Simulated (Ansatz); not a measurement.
**CuH4NO: a ladder of functionals and wavefunction methods**

An exercise on one series of results from a longer session: the logs are not shown, and one member is left open.

Method: functionals in def2-TZVPP, the program's frozen cores in correlated methods; program: Ansatz 0.2.0, Gaussian basis.

Levels to be run: LDA (SPW92), PBE-D4, revPBE-D4, BLYP-D4, r2SCAN-D4, B97M-V, PBE0-D4, B3LYP-D4, r2SCANh-D4, r2SCAN0-D4, HSE06-D4, BHLYP-D4, CAM-B3LYP-D4, LC-ωPBE, ωB97X-V, ωB97M-V, B2PLYP, PBE-QIDH; CCSD(T)/def2-SVP; CCSD(T)/def2-TZVPP; MP2/def2-QZVPP; extrapolation to the limit; RPA on PBE.

1 further run of the same task is left out (it didn't finish).

## Structure used throughout

The geometry comes from an earlier relaxation with PBE0-D4 in a triple-zeta def2 set; it is a stationary point, not always the lowest conformer.

7 atoms, charge 0, spin multiplicity 1.

Atoms are counted from 1 here; the program's logs count them from 0.

Bond lengths: N1–Cu2 1.815 Å, N1–H4 1.016 Å, N1–H5 1.017 Å, Cu2–O3 1.961 Å, O3–H6 0.963 Å, O3–H7 0.963 Å. Angles: Cu2–N1–H4 111.1°, Cu2–N1–H5 110.6°, H4–N1–H5 105.0°, N1–Cu2–O3 175.0°, Cu2–O3–H6 112.8°, Cu2–O3–H7 112.6°, H6–O3–H7 107.0°.

Set-up of the first run:

Input file in.yaml:

```yaml
crystal:
  periodic: [false, false, false]
  atoms:
    - {symbol: N, position_ang: [-1.318567, 1.210277, -0.575156]}
    - {symbol: Cu, position_ang: [-0.133489, -0.024231, 0.029505]}
    - {symbol: O, position_ang: [1.071931, -1.470626, 0.576745]}
    - {symbol: H, position_ang: [-0.841477, 2.042325, -0.911651]}
    - {symbol: H, position_ang: [-1.912606, 1.536561, 0.182649]}
    - {symbol: H, position_ang: [1.182238, -2.141704, -0.105307]}
    - {symbol: H, position_ang: [1.951969, -1.152602, 0.803194]}
basis:
  gaussian: {orbitals: def2-TZVPP}
hamiltonian: {xc: lda}
output: {orbitals: {seedname: orbitals}}
```

Among the steps run: LDA; PBE-D4 (GGA); revPBE-D4 (GGA); BLYP-D4 (GGA); r2SCAN-D4 (meta-GGA); B97M-V (meta-GGA); PBE0-D4 (hybrid); B3LYP-D4 (hybrid); r2SCANh-D4 (hybrid); r2SCAN0-D4 (hybrid); HSE06-D4 (hybrid); BHLYP-D4 (hybrid); CAM-B3LYP-D4 (range-separated); LC-ωPBE (range-separated); ωB97X-V (range-separated); ωB97M-V (range-separated); B2PLYP (double hybrid); PBE-QIDH (double hybrid).

One of the session's tables, all rows but one given; the rest of the session is left out.

It belongs to the step «Frontier levels by functional». 

| functional | HOMO (eV) | gap (eV) |
| --- | --- | --- |
| LDA (SPW92) | -4.17 | 2.34 |
| PBE-D4 | -3.97 | 2.26 |
| revPBE-D4 | -3.89 | 2.24 |
| BLYP-D4 | -3.90 | 2.14 |
| r2SCAN-D4 | -4.12 | 2.94 |
| B97M-V | ? | ? |
| PBE0-D4 | -5.17 | 4.31 |
| B3LYP-D4 | -5.01 | 3.77 |
| r2SCANh-D4 | -4.60 | 3.71 |
| r2SCAN0-D4 | -5.31 | 4.81 |
| HSE06-D4 | -4.76 | 3.53 |
| BHLYP-D4 | -6.30 | 6.03 |
| CAM-B3LYP-D4 | -6.57 | 6.45 |
| LC-ωPBE | -7.85 | 9.01 |
| ωB97X-V | -7.52 | 8.51 |
| ωB97M-V | -7.51 | 8.07 |

Estimate the missing values for B97M-V.

The run gave: HOMO (eV): -4.20; gap (eV): 2.65. In the column «HOMO (eV)» it lies between r2SCANh-D4 (-4.60) and LDA (SPW92) (-4.17).
